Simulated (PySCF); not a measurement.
# Be3: relaxation and vibrations of the singlet

Where does singlet Be3 go from a linear chain start, is the end point a minimum, and what are its modes, charges and moments?

Method: PBE0, basis Be def2-TZVP, no relativity, density fitting; program: PySCF 2.14.0.

## Step 1: The starting structure

3 atoms, charge 0, spin multiplicity 1.

No contacts short enough for the rule that draws bonds.

Z-matrix (Å, degrees; charge 0 multiplicity 1):
```
Be
Be 1 2.0930
Be 1 2.0930 2 180.00
```

## Step 2: The SCF at the typed geometry

One driver script runs all steps and calls PySCF; scf.py shows how it sets up the SCF of each step. The optimiser is the driver's own. After this first run the driver tries any further starts and a stability analysis.

scf.py reads:

```python
from pyscf import gto, scf, dft
mol = gto.M(atom='''
Be     0.000000     0.000000     0.000000
Be     0.000000     0.000000     2.093000
Be     0.000000     0.000000    -2.093000''',
    basis={'Be': 'def2-TZVP'},
    charge=0, spin=0)
mf = dft.RKS(mol, xc='PBE0')
mf.grids.atom_grid = (50, 194)
aux = {'Be': 'def2-universal-JKFIT'}
mf = mf.density_fit(auxbasis=aux)
mf.conv_tol = 1e-08
mf.diis_space = 10
mf.max_cycle = 60
mf.init_guess = 'minao'
mf.verbose = 4
mf.kernel()
```

The run is started by

```
$ OMP_NUM_THREADS=2 python axn.py task.json out
```

Further steps of the session: Linear chain start, singlet: relaxation; Vibrations and properties at this point; Following the imaginary mode; Is it a minimum? Harmonic modes; The broken-symmetry singlet; Is it a minimum? Harmonic modes.

**Question.** What will these runs give? Wanted: minimum; geometry; wavenumbers; dipole moment; highest occupied, lowest empty level; polar-tensor charge of Be1; zero-point energy; atomisation energy; ⟨S²⟩.

**Answer**, as computed:

| quantity | value |
| --- | --- |
| minimum | broken-symmetry (Ms = 0), D3h |
| geometry | Be–Be 2.182 Å (×3); Be–Be–Be 60.0° (×3) |
| wavenumbers (cm⁻¹) | 378, 441, 508 |
| dipole moment | 0.03 D |
| highest occupied, lowest empty level (either spin) | -5.60, -2.96 eV |
| polar-tensor charge of Be1 | +0.01 e |
| zero-point energy | 7.9 kJ/mol |
| entropy at 298.15 K | 235.2 J/(mol K) |
| atomisation energy (no zero-point energy) | 161 kJ/mol |
| ⟨S²⟩ | 0.336 |

**Reading.** The linear chain start (D∞h) ends in a minimum of D3h symmetry, after a stop at a second-order saddle point 76.3 kJ/mol higher, from which it was pushed off along an imaginary mode. The determinant is spin-contaminated (⟨S²⟩ = 0.34 against 0.00), so it is no pure spin state. The strongest infrared band lies at 441 cm⁻¹. Only this shape and spin were tried, so other structures or states may lie lower. The SCF density has lower symmetry than the nuclear frame.
